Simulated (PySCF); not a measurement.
# C2H5F3OSi: the cost of one run

Programs: PySCF 2.14.0, with density-fitted response routines of our own. Each step states its level of theory. These are calculated values for one molecule in the gas phase, unless marked as measured. Atoms are numbered from 0 throughout.

### Step 1. The starting structure

12 atoms, charge 0, multiplicity 1; geometry from: GFN2-xTB.

Bonds of the start (Å): F0–C1 1.36, C1–F2 1.34, C1–O3 1.36, O3–C4 1.40, C4–F5 1.38, C4–Si6 1.93, C1–H7 1.10, C4–H8 1.10, Si6–H9 1.46, Si6–H10 1.46, Si6–H11 1.46.

### Step 2. Ultraviolet spectrum: CAM-B3LYP/def2-SVPD

Job settings and geometry (Å):

```
{"job": {"kind": "uv", "xc": "CAM-B3LYP", "basis": "def2-SVPD", "nstates": 8, "ntriplets": 3}, "charge": 0, "multiplicity": 1}
F     -2.391762     0.608229     1.169535
C     -1.768770     0.707242    -0.034491
F     -2.113046     1.895392    -0.538393
O     -0.419108     0.679494     0.112562
C      0.128456    -0.565237     0.438834
F     -0.084441    -1.430148    -0.619929
Si     2.014473    -0.241709     0.694628
H     -2.172959    -0.089669    -0.683324
H     -0.398545    -1.018160     1.289858
H      2.109917     0.604241     1.879628
H      2.619111    -1.557376     0.896590
H      2.477872     0.407015    -0.525118
```

With the program's defaults for keys left out, this is: TDDFT CAM-B3LYP/def2-SVPD, vertical, gas phase, core orbitals frozen in the response.

The run is started by

```sh
> OMP_NUM_THREADS=1 python probes_run.py task.json out
```

This one command runs all jobs of the session in turn.

**Question.** How long does this job take on 1 thread of Arm Neoverse N1, shared host, and how much memory does it need?

About 67 s, with a peak of 0.9 GiB.
